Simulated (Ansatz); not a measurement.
Sr₃Ca, space group Pm-3m, a comparison of functionals at one structure

Program: Ansatz's Python interface.

Run as a notebook:

**Cell 1**
```python
import ansatz as az
from tabulate import tabulate
```

**Cell 2**
```python
CUTOFF_EV = 450
FILLING = "fermi_dirac"
SIGMA = 0.1

system = (
    az.Lattice.cubic(5.98875)
    .space_group(221)
    .atom("Sr", (0.0, 0.5, 0.5))
    .atom("Ca", (0.0, 0.0, 0.0))
)
```

**Cell 3**
```python
[site.symbol for site in system.resolved().sites]
```
Output:
```text
['Sr', 'Sr', 'Sr', 'Ca']
```

**Cell 4**
```python
calculation = (
    system.calculation()
    .basis(CUTOFF_EV)
    .kpoints(4, center="gamma")
    .occupations(FILLING, width=SIGMA)
)

rows = []
for value in ["blyp", "pbesol", "lda"]:
    r = calculation.functional(value).run(threads=1, backend="cpu").report
    rows.append((value, r["free_energy_ev"] / len(r["lattice"]["sites"]), r["n_iterations"], r["n_kpoints"]))
```

**Cell 5**
```python
print(tabulate(rows, headers=["functional", "F/atom (eV)", "iterations", "k-points"], floatfmt=".4f", tablefmt="github"))
```
Output:
```text
| functional   |   F/atom (eV) |   iterations |   k-points |
|--------------|---------------|--------------|------------|
| blyp         |    -3123.1233 |            7 |         10 |
| pbesol       |    -3067.5932 |            6 |         10 |
| lda          |    -3026.3547 |            6 |         10 |
```

What to keep in mind:
- BLYP can be off by several per cent in the lattices of metals, and by several GPa in the pressure at a fixed cell.
- The mesh is modest for a metal, so energies can be off by several to tens of meV an atom and pressures by half a GPa or more; differences at equal mesh fare better.
- This cell is a computed structure, which may not be the phase found in nature.
- Total energies of different functionals can't be compared; pressures, moments and gaps at this one structure can.
- It ran for 11 s on 1 thread of Intel(R) Xeon(R) Platinum 8259CL CPU @ 2.50GHz (Skylake/Cascade Lake) (shared host), peak memory 0.49 GiB.
